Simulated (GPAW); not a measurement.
# VWC2 (R-3m) in GPAW: band structure with PBE

Aim: the band structure of VWC2 with PBE.

All numbers are computed with GPAW 26.7.0; they aren't measurements. Logs are shortened: lines on timing, memory, paths and dates and some standing lists are left out, and cuts for length are marked. The log counts tension as positive stress, the text compression.

## 1. Starting point

It takes space group R-3m (No. 166, trigonal). Conventional cell: a = 3.034 Å, b = 3.034 Å, c = 14.802 Å, α = 90.00°, β = 90.00°, γ = 120.00°. W (site symmetry -3m) has 6 C at 2.17 Å as nearest neighbours. V (site symmetry -3m) has 6 C at 2.11 Å as nearest neighbours. Around C (site symmetry 3m) lie 3 V at 2.11 Å and 3 W at 2.17 Å.

The cell comes from a database or a generator and needn't be the stable form of this composition.

## 2. Band structure, PBE, collinear spin, ferromagnetic start

run.py

```python
from ase import Atoms
from ase.dft.bandgap import bandgap
from ase.io import write
from ase.units import GPa
from ase.parallel import parprint
from gpaw import GPAW, PW

atoms = Atoms(['W', 'V', 'C', 'C'],
              cell=[[1.5170411163, 0.8758640969, 4.933893193],
                    [-1.5170411163, 0.8758640969, 4.933893193],
                    [0.0, -1.7517281937, 4.933893193]],
              scaled_positions=[[0.0, 0.0, 0.0],
                                [0.5, 0.5, 0.5],
                                [0.246494, 0.246494, 0.246494],
                                [0.753506, 0.753506, 0.753506]],
              pbc=True)
atoms.set_initial_magnetic_moments([0.0, 2.0, 0.0, 0.0])

calc = GPAW(mode=PW(800),
            xc='PBE',
            kpts={'size': (7, 7, 7), 'gamma': True},
            occupations={'name': 'fermi-dirac', 'width': 0.05},
            nbands=33,
            convergence={'density': 1e-05, 'energy': 1e-05},
            maxiter=150,
            txt='gpaw.txt')
atoms.calc = calc
energy = atoms.get_potential_energy()
forces = atoms.get_forces()
stress = atoms.get_stress()
calc.write('gs.gpw')
write('result.traj', atoms)
parprint(f'Energy: {energy:.6f} eV')
parprint('Forces (eV/A):')
parprint(forces.round(4))
parprint('Stress (GPa):', (stress / GPa).round(3))
parprint('Moments:', calc.get_magnetic_moments().round(3))
parprint('Fermi level:', round(calc.get_fermi_level(), 4), 'eV')
parprint(f'Gap: {bandgap(calc)[0]:.4f} eV, direct: {bandgap(calc, direct=True)[0]:.4f} eV')

path = atoms.cell.bandpath('GLB1,BZGX,QFP1Z,LP', npoints=100, eps=1e-4)
bs_calc = calc.fixed_density(kpts=path, symmetry='off', nbands=46,
                             convergence={'bands': 'CBM+6.0', 'eigenstates': 1e-6}, txt='bands.txt')
bs = bs_calc.band_structure()
bs.write('bs.json')
parprint(f'Gap on the path: {bandgap(bs_calc)[0]:.4f} eV')
```

Potentials or basis: GPAW PAW data sets (gpaw-data 1.2.1), pw.

On the command line:

```console
$ OMP_NUM_THREADS=1 mpirun -n 4 gpaw python run.py
```

gpaw.txt:

```text
__  _  _
 | _ |_)|_||  |
 |__||  | ||/\| - 26.7.0

Input parameters:
  mode=PW(ecut=800.0),
  convergence={'density': 1e-05, 'energy': 1e-05},
  kpts=MonkhorstPack(size=(7, 7, 7), gamma=True),
  maxiter=150,
  nbands=33,
  occupations=Occupations(name='fermi-dirac', width=0.05),
  xc=XC(name='PBE')

Diagonalizing LCAO Hamiltonian
Converting LCAO to pw mode

       C

       V

       C

       W

Atoms  # Å, Bohr magnetons
|   | symbol |         x |        y |         z |    initial magnetic moments |
|---|--------|-----------|----------|-----------|-----------------------------|
| 0 |      W |  0.000000 | 0.000000 |  0.000000 | ( 0.0000,  0.0000,  0.0000) |
| 1 |      V |  0.000000 | 0.000000 |  7.400840 | ( 0.0000,  0.0000,  2.0000) |
| 2 |      C | -0.000000 | 0.000000 |  3.648525 | ( 0.0000,  0.0000,  0.0000) |
| 3 |      C |  0.000000 | 0.000000 | 11.153154 | ( 0.0000,  0.0000,  0.0000) |

Unit cell  # Å
| periodic |         x |         y |        z |  lengths |    angles |
|----------|-----------|-----------|----------|----------|-----------|
|      yes |  1.517041 |  0.875864 | 4.933893 | 5.235633 | 33.686355 |
|      yes | -1.517041 |  0.875864 | 4.933893 | 5.235633 | 33.686355 |
|      yes |  0.000000 | -1.751728 | 4.933893 | 5.235633 | 33.686355 |

Number of symmetries: 12
Symmetry operations  # r_c * U_cc + t_c -> r_c
|    | kind |            matrix            |
|----|------|------------------------------|
|  0 |  E   |  1, 0, 0,  0, 1, 0,  0, 0, 1 |
|  1 |  σ   |  1, 0, 0,  0, 0, 1,  0, 1, 0 |
|  2 |  σ   |  0, 1, 0,  1, 0, 0,  0, 0, 1 |
|  3 |  C3  |  0, 1, 0,  0, 0, 1,  1, 0, 0 |
|  4 |  C3  |  0, 0, 1,  1, 0, 0,  0, 1, 0 |
|  5 |  σ   |  0, 0, 1,  0, 1, 0,  1, 0, 0 |
|  6 |  C2  |  0, 0,-1,  0,-1, 0, -1, 0, 0 |
|  7 |  S6  |  0, 0,-1, -1, 0, 0,  0,-1, 0 |
|  8 |  S6  |  0,-1, 0,  0, 0,-1, -1, 0, 0 |
|  9 |  C2  |  0,-1, 0, -1, 0, 0,  0, 0,-1 |
| 10 |  C2  | -1, 0, 0,  0, 0,-1,  0,-1, 0 |
| 11 |  i   | -1, 0, 0,  0,-1, 0,  0, 0,-1 |

BZ-sampling:
  Number of BZ points: 343
  Number of IBZ points: 44

  Monkhorst-Pack size: [7, 7, 7]
  Monkhorst-Pack shift: [0, 0, 0]

K-points  # in reciprocal-cell coordinates
|     |                                coordinates |     weight |
|-----|--------------------------------------------|------------|
|   0 | (  0.00000000,   0.00000000,   0.00000000) | 0.00291545 |
|   1 | (  0.14285714,   0.00000000,  -0.14285714) | 0.01749271 |
|   2 | (  0.14285714,   0.00000000,   0.00000000) | 0.01749271 |
|   3 | (  0.14285714,   0.14285714,  -0.14285714) | 0.01749271 |
|   4 | (  0.14285714,   0.14285714,   0.00000000) | 0.01749271 |
|   5 | (  0.14285714,   0.14285714,   0.14285714) | 0.00583090 |
|   6 | (  0.28571429,  -0.14285714,  -0.14285714) | 0.01749271 |
|   7 | (  0.28571429,   0.00000000,  -0.28571429) | 0.01749271 |
|   8 | (  0.28571429,   0.00000000,  -0.14285714) | 0.03498542 |
|   9 | (  0.28571429,   0.00000000,   0.00000000) | 0.01749271 |
| ... |                                            |            |
|  43 | (  0.42857143,   0.42857143,   0.42857143) | 0.00583090 |

Plane wave coefficients: 2038
Cutoff: 800.0 eV

Spin-components: 2 (collinear spins)
Bands:           33
Projectors:      22
Spin-degeneracy: 1
Datatype:        complex128

Parallelization:
  kpt:    4
  domain: 1
  band:   1

Density:
  Valence electrons: 35.0
  Components: 2
  Grid points: [35 35 35]
  Charge: 0.0  # |e|

Potential:
  Grid points: [35 35 35]

species:
  W:
    name:    Tungsten
    Z:       74.0
    valence: 14
    core:    60
    charge:  0.0  # [|e|]
    compensation charges:
      type: gauss
      rc: 0.40  # [Å]
      lmax: 2
    cutoffs:
      filter: 2.36  # [Å]
      core: 3.02  # [Å]
    projectors
    | kind |    occ | energy [eV] | rcut [Å] |
    |------|--------|-------------|----------|
    |   5s |  2.000 |     -78.830 |    1.344 |
    |   6s |  2.000 |      -5.697 |    1.344 |
    |   5p |  6.000 |     -43.233 |    1.355 |
    |   6p |  0.000 |      -1.367 |    1.355 |
    |   5d |  4.000 |      -4.494 |    1.228 |
    |    d |        |      22.717 |    1.228 |

    Using partial waves for W as LCAO basis

  V:
    name:    Vanadium
    Z:       23.0
    valence: 13
    core:    10
    charge:  0.0  # [|e|]
    compensation charges:
      type: gauss
      rc: 0.37  # [Å]
      lmax: 2
    cutoffs:
      filter: 2.14  # [Å]
      core: 0.96  # [Å]
    projectors
    | kind |    occ | energy [eV] | rcut [Å] |
    |------|--------|-------------|----------|
    |   3s |  2.000 |     -70.222 |    1.254 |
    |   4s |  2.000 |      -4.702 |    1.254 |
    |   3p |  6.000 |     -44.043 |    1.281 |
    |   4p |  0.000 |      -1.444 |    1.281 |
    |   3d |  3.000 |      -5.164 |    1.169 |
    |    d |        |      22.047 |    1.169 |

    Using partial waves for V as LCAO basis

  C:
    name:    Carbon
    Z:       6.0
    valence: 4
    core:    2
    charge:  0.0  # [|e|]
    compensation charges:
      type: gauss
      rc: 0.20  # [Å]
      lmax: 2
    cutoffs:
      filter: 1.14  # [Å]
      core: 1.14  # [Å]
    projectors
    | kind |    occ | energy [eV] | rcut [Å] |
    |------|--------|-------------|----------|
    |   2s |  2.000 |     -13.751 |    0.635 |
    |   2p |  2.000 |      -5.284 |    0.635 |
    |    s |        |      13.461 |    0.635 |
    |    p |        |      21.927 |    0.635 |
    |    d |        |       0.000 |    0.635 |

    Using partial waves for C as LCAO basis

Reference energy: -466647.423448  # eV

eigensolver:
  PPCG
  Converge bands: occupied
  niter=2

density mixing:
  MSR1-Mixer
  Pratt-step length: 0.05
  Maximum mixing coefficient: 0.75
  Old densities: 10
  SVD Regularization: 0.005
  Good broyden scale: 1.0
  Trust region scale: 1.0
  Backstep threshold: 4.0
  History deletion threshold: 6.0
  Fourier metric: weight=20.0, sigma=0.015

occupation numbers:
  Fermi-Dirac:
    width: 0.0500  # eV

poisson solver:
  ecut: 6400.0  # eV

xc functional:
  name: PBE with 2 nearest neighbor stencil

convergence criteria:
- Maximum integral of absolute [dens]ity change: 1e-05 electrons / valence electron
- Maximum [total energy] change in last 3 cyles: 1e-05 eV / valence electron
- Maximum integral of absolute [eigenst]ate change: 4e-08 eV^2 / valence electron
maximum number of iterations: 150

SCF iterations
|iter     | |      energy | eigst |  dens |  magmom |
|---------|-|-------------|-------|-------|---------|
|iter:   1| |  -42.788817 | +0.29 |       |  +2.0028|
|iter:   2| |  -41.348729 | -1.91 | -0.76 |  +1.9384|
|iter:   3| |  -38.797444 | -1.12 | -0.83 |  +1.3965|
|iter:   4| |  -39.157153 | -2.41 | -1.41 |  +1.2114|
|iter:   5| |  -38.836079 | -2.63 | -1.22 |  +1.1150|
|iter:   6| |  -38.877106 | -3.29 | -1.62 |  +0.7683|
|iter:   7| |  -38.899265 | -3.62 | -1.91 |  +0.4312|
|iter:   8| |  -38.919164 | -3.68 | -2.15 |  +0.0959|
|iter:   9| |  -38.928193 | -3.62 | -2.22 |  -0.0399|
|iter:  10| |  -38.928535 | -5.00 | -2.65 |  +0.0056|
|iter:  11| |  -38.928815 | -4.73 | -3.03 |  -0.0254|
|iter:  12| |  -38.928870c| -5.82 | -3.22 |  +0.0099|
|iter:  13| |  -38.928878c| -6.65 | -3.60 |  -0.0017|
|iter:  14| |  -38.928878c| -7.61c| -4.17 |  +0.0000|
|iter:  15| |  -38.928879c| -7.67c| -4.61 |  -0.0003|
|iter:  16| |  -38.928879c| -8.14c| -4.89 |  +0.0001|
|iter:  17| |  -38.928879c| -8.74c| -5.39c|  +0.0000|

Converged in 17 steps
Energy contributions relative to reference atoms: (reference = -466647.423448)

Energy contributions:
  Kinetic:          17.879639
  Coulomb:         -21.151377
  Zero:              0.215219
  External:          0.000000
  Xc:              -35.864451
  Entropy:          -0.015817
  Spinorbit:         0.000000
  ----------------------------
  Free energy:     -38.936788
  Extrapolated:    -38.928879

dipole moment: (-0.000000, -0.000000, -55.134499)  # |e|*Ang

Total magnetic moment: (0.000000, 0.000000, 0.000038)

Local magnetic moments
|        x |        y |        z |
|----------|----------|----------|
| 0.000000 | 0.000000 | 0.000003 |  # W    0
| 0.000000 | 0.000000 | 0.000032 |  # V    1
| 0.000000 | 0.000000 | 0.000004 |  # C    2
| 0.000000 | 0.000000 | 0.000004 |  # C    3

Fermi level: 13.511
Eigenvalues  # (at kpt = [0.000, 0.000, 0.000])
| band index |      eig [eV] | occ [0-1] |      eig [eV] | occ [0-1] |
|------------|---------------|-----------|---------------|-----------|
|          0 |       -61.418 |     1.000 |       -61.418 |     1.000 |
|        ... |               |           |               |           |
|         12 |         8.021 |     1.000 |         8.021 |     1.000 |
|         13 |        11.726 |     1.000 |        11.726 |     1.000 |
|         14 |        11.726 |     1.000 |        11.726 |     1.000 |
|         15 |        11.800 |     1.000 |        11.800 |     1.000 |
|         16 |        13.107 |     1.000 |        13.107 |     1.000 |
|         17 |        13.107 |     1.000 |        13.107 |     1.000 |
[... 8 lines left out ...]
|         26 |        21.314 |     0.000 |        21.314 |     0.000 |
|         27 |        21.913 |     0.000 |        21.913 |     0.000 |
|        ... |               |           |               |           |
|         32 |        37.543 |     0.000 |        37.543 |     0.000 |

No gap
No difference between direct/indirect transitions

Forces  # eV/Ang
|       x |        y |        z |
|---------|----------|----------|
| 0.00000 | -0.00000 | -0.00000 |  # W    0
| 0.00000 | -0.00000 | -0.00000 |  # V    1
| 0.00000 |  0.00000 |  0.18800 |  # C    2
| 0.00000 | -0.00000 | -0.18800 |  # C    3

Stress tensor  # eV/Ang^3
|        x |         y |         z |
|----------|-----------|-----------|
| 0.002395 |  0.000000 |  0.000000 |
| 0.000000 |  0.002395 | -0.000000 |
| 0.000000 | -0.000000 |  0.013739 |

# Writing to gs.gpw (mode='')
```

Wall time 3.3 min (4 MPI ranks of Arm Neoverse V2, shared host); peak memory 0.48 GiB.

What came out:

- Free energy: -38.9368 eV
- Pressure: -1.0 GPa
- Largest force: 0.188 eV/Å
- Band gap along the path: none (metal or under the smearing width)
- Net moment: 0.00 μB per cell

Forces in eV/Å, atoms in the order of the input:
```
W    0.000  0.000  0.000
V    0.000  0.000  0.000
C    0.000  0.000  0.188
C    0.000  0.000 -0.188
```

Levels at the corners of the path, in eV from the Fermi level:
Spin up:
```
point  band 15  band 16  band 17  band 18  band 19  band 20  band 21  band 22
    Γ    -1.78    -1.71    -0.40    -0.40    -0.04    -0.04     0.01     1.11
    L    -4.47    -3.65    -0.81    -0.52     0.93     1.55     2.16     3.06
   B1    -4.46    -4.19     0.02     0.05     0.83     1.36     2.18     2.24
    B    -4.46    -4.19     0.02     0.05     0.83     1.36     2.18     2.24
    Z    -3.59    -3.59    -0.53    -0.53    -0.32    -0.32     0.65     1.24
    Γ    -1.78    -1.71    -0.40    -0.40    -0.04    -0.04     0.01     1.11
    X    -4.63    -4.16    -0.09     0.57     0.68     1.24     2.05     2.46
    Q    -4.63    -4.16    -0.09     0.57     0.68     1.24     2.05     2.46
    F    -4.35    -1.78    -1.73     0.73     0.93     1.02     1.67     2.33
   P1    -4.33    -2.16    -1.78     0.78     0.83     1.30     1.64     2.38
    Z    -3.59    -3.59    -0.53    -0.53    -0.32    -0.32     0.65     1.24
    L    -4.47    -3.65    -0.81    -0.52     0.93     1.55     2.16     3.06
    P    -4.33    -2.16    -1.78     0.78     0.83     1.30     1.64     2.38
```
Spin down:
| point | band 16 | band 17 | band 18 | band 19 | band 20 | band 21 |
| --- | --- | --- | --- | --- | --- | --- |
| Γ | -1.71 | -0.40 | -0.40 | -0.04 | -0.04 | 0.01 |
| L | -3.65 | -0.81 | -0.52 | 0.93 | 1.55 | 2.16 |
| B1 | -4.19 | 0.02 | 0.05 | 0.83 | 1.36 | 2.18 |
| B | -4.19 | 0.02 | 0.05 | 0.83 | 1.36 | 2.18 |
| Z | -3.59 | -0.53 | -0.53 | -0.32 | -0.32 | 0.65 |
| Γ | -1.71 | -0.40 | -0.40 | -0.04 | -0.04 | 0.01 |
| X | -4.16 | -0.09 | 0.57 | 0.68 | 1.24 | 2.05 |
| Q | -4.16 | -0.09 | 0.57 | 0.68 | 1.24 | 2.05 |
| F | -1.78 | -1.73 | 0.73 | 0.93 | 1.02 | 1.67 |
| P1 | -2.16 | -1.78 | 0.78 | 0.83 | 1.30 | 1.64 |
| Z | -3.59 | -0.53 | -0.53 | -0.32 | -0.32 | 0.65 |
| L | -3.65 | -0.81 | -0.52 | 0.93 | 1.55 | 2.16 |
| P | -2.16 | -1.78 | 0.78 | 0.83 | 1.30 | 1.64 |

Caveat: spin-orbit coupling is left out, which moves the levels of the heavy elements; the program warned that so skewed a cell can give wrong results.
